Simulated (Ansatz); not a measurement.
**SbHF radical (SMILES [F][SbH]): a relaxed scan of the bond length Sb2–H3**

An exercise on one series of results from a longer session: the logs are not shown, and one member is left open.

Method: single points in def2-TZVPP; program: Ansatz 0.2.0, Gaussian basis.

Levels: PBE-D4, r2SCAN-D4, PBE0-D4, B3LYP-D4, wB97M-V, Hartree-Fock, MP2, CCSD, CCSD(T). The scan takes 1.411, 1.483, 1.589, 1.713, 1.851, 1.999 Å.

Correlated methods freeze the cores. Filled d shells of the heavier atoms are correlated. Core potentials replace the inner electrons past krypton, and spin-orbit coupling is left out. Orbitals are unrestricted. B3LYP uses VWN-RPA correlation.

25 further runs of the same task are left out: 25 set aside as unsound or not needed.

### The starting structure

The minimum, relaxed at PBE0-D4: SMILES `[F][SbH]`, 3 atoms, charge 0, spin multiplicity 2.

Atoms are counted from 1 here; the program's logs count them from 0.

Bond lengths: F1–Sb2 1.920 Å, Sb2–H3 1.720 Å. Angles: F1–Sb2–H3 93.1°.

As a file:

```xyz
3

F    -0.8262    1.1003   -0.3412
Sb   -0.3238   -0.7513   -0.2559
H     1.1390   -0.4137    0.5838
```

Energies of the minimum (eV), from earlier single points: PBE-D4 -9269.35301, r2SCAN-D4 -9273.46082, PBE0-D4 -9269.54846, B3LYP-D4 -9274.37775, wB97M-V -9270.21958, CCSD(T) -9249.93824.

At the minimum the bond length Sb2–H3 is 1.720 Å.

The first run:

The input, relax/in.yaml:

```yaml
crystal:
  periodic: [false, false, false]
  atoms:
    - {symbol: F, position_ang: [-0.826152, 1.100267, -0.341191]}
    - {symbol: Sb, position_ang: [-0.323843, -0.751349, -0.255929]}
    - {symbol: H, position_ang: [0.876059, -0.474405, 0.432881]}
basis:
  gaussian: {orbitals: def2-TZVP}
magnetization: {spin_polarized: true, initial_magnetization: 1}
hamiltonian: {xc: pbe0, dispersion: d4}
relax: {f_tol: 0.005, max_steps: 200, constraints: [{distance: [1, 2]}]}
```

No record of the launch command was kept for these runs.

Steps of the session up to this table: Sb2–H3 = 1.411 Å; Sb2–H3 = 1.483 Å; Sb2–H3 = 1.589 Å; Sb2–H3 = 1.713 Å; Sb2–H3 = 1.851 Å; Sb2–H3 = 1.999 Å.

One of the session's tables, all rows but one given; the rest of the session is left out.

Energies less that of the minimum at the same level (meV):

```
bond length (Å)  PBE-D4  PBE0-D4  B3LYP-D4  wB97M-V  Hartree-Fock
          1.411    1099     1037      1055      988          1008
          1.483     595      544       559      506           511
          1.589     172      141       151      120           115
          1.713       2        0         1       -1            -2
1.720 (minimum)       0        0         0        0             0
          1.851       ?        ?         ?        ?             ?
          1.999     292      367       339      411           457
```

Q: Estimate the row for bond length (Å) = 1.851 from the others.

**Answer.** PBE-D4: 64; PBE0-D4: 98; B3LYP-D4: 86; wB97M-V: 118; Hartree-Fock: 136.

To keep in mind: A polynomial through the near points puts the CCSD(T) minimum 0.013 Å below the PBE0-D4 value.
